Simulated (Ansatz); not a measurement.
Tl2Te in Ansatz: convergence with ecutfock ratio

Input of the first run (ecutfock ratio 1); the others differ in this setting and in those tied to it:

File input.yaml:

```yaml
crystal:
  lattice:
    - [3.24954182, -3.2568881, 0.0]
    - [3.24954182, 3.2568881, 0.0]
    - [0.0, 0.0, 5.13593397]
  atoms:
    - { symbol: Tl, position: [0.22630798, 0.77369202, 0.5] }
    - { symbol: Tl, position: [0.77369202, 0.22630798, 0.5] }
    - { symbol: Te, position: [0.0, 0.0, 0.0] }
hamiltonian:
  xc: pbe0
  pseudopotentials: { kind: paw }
kpoints:
  mp_grid: { grid: [3, 3, 3] }
scf:
  occupations: { method: gaussian, width: 0.05 }
  exx: { ecutfock_ratio: 1 }
output:
  forces: true
  stress: true
  eigenvalues: true
```

Potentials or basis: Ansatz PAW.

Command:

```bash
$ ansatz run input.yaml --threads 2 --pin off --max-ram 5632MiB --backend cpu --events-out ev --progress --plain --runs-dir out
```

The cell was built by a generator and needn't be a form met in nature.

Hardware: 2 threads of Arm Neoverse V1, on a shared host.

Problem. The values tried are 1, 2, 3, 4, loosest first. From which on does the energy stay within 1 meV/atom of the tightest run that finished?

Solution. From 2 on.

```
ecutfock ratio  energy less the tightest run, at zero smearing (meV/atom)  SCF cycles  CPU time (s)  peak memory (GiB)
             1                                                      40.94          30            44               0.89
             2                                                       0.05          31            49               0.95
             3                                                       0.00          31            55                1.1
             4                                                       0.00          31            55                1.1
```

The tightest run that finished is the yardstick and may itself not be fully converged.

Caveat, for the tightest run too: the k mesh is coarse (spacing up to 0.46 Å⁻¹), so the values aren't converged, least of all with exact exchange; forces of over 1 eV/Å show positions far from the minimum, so gaps and moduli don't describe the material at rest. The run has no spin-orbit coupling, so splittings on Te, Tl are missing.
